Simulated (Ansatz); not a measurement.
# Be3F2: the cost of one run

Computed with Ansatz 0.2.0 (DFT PBE, scalar-relativistic, plane waves, PAW, unless a step's input says otherwise).

## (1) The structure to begin with

It takes space group P6/mmm (No. 191, hexagonal). The conventional cell has a = 3.910 Å, b = 3.910 Å, c = 3.962 Å, α = 90.00°, β = 90.00°, γ = 120.00°. Be (site symmetry mmm) has 2 F at 1.13 Å as nearest neighbours. F (site symmetry -6m2) has 3 Be at 1.13 Å as nearest neighbours.

As a file:

```
CELL_PARAMETERS angstrom
3.90957 0.00000 0.00000
-1.95479 3.38579 0.00000
0.00000 0.00000 3.96228
ATOMIC_POSITIONS crystal
Be 0.50000 0.00000 0.00000
Be 0.00000 0.50000 0.00000
Be 0.50000 0.50000 0.00000
F 0.33333 0.66667 0.00000
F 0.66667 0.33333 0.00000
```

Recipe of the guess: random cell by space group and Wyckoff sites (P6/mmm, No. 191). The dimensions are guesses.

## (2) A first look at the guess

Contents of input.yaml:

```yaml
crystal:
  lattice:
    - [3.9095723, 0.0, 0.0]
    - [-1.95478615, 3.38578893, 0.0]
    - [0.0, 0.0, 3.96228106]
  atoms:
    - { symbol: Be, position: [0.5, 0.0, 0.0] }
    - { symbol: Be, position: [0.0, 0.5, 0.0] }
    - { symbol: Be, position: [0.5, 0.5, 0.0] }
    - { symbol: F, position: [0.33333333, 0.66666667, 0.0] }
    - { symbol: F, position: [0.66666667, 0.33333333, 0.0] }
basis:
  ecutwfc: 420
kpoints:
  mp_grid: { grid: [6, 6, 4] }
hamiltonian:
  xc: pbe
scf:
  occupations: { method: gaussian, width: 0.1 }
  lower_state_search: "off"
output:
  forces: true
  stress: true
  eigenvalues: true
```

Run with:

```console
ansatz run input.yaml --threads 1 --pin off --max-ram 2560MiB --backend cpu --events-out ev --progress --plain --runs-dir out
```

What time and memory should one allow on 1 thread of Arm Neoverse V2, shared host?

About 1.2 s, with a peak of 0.28 GiB.
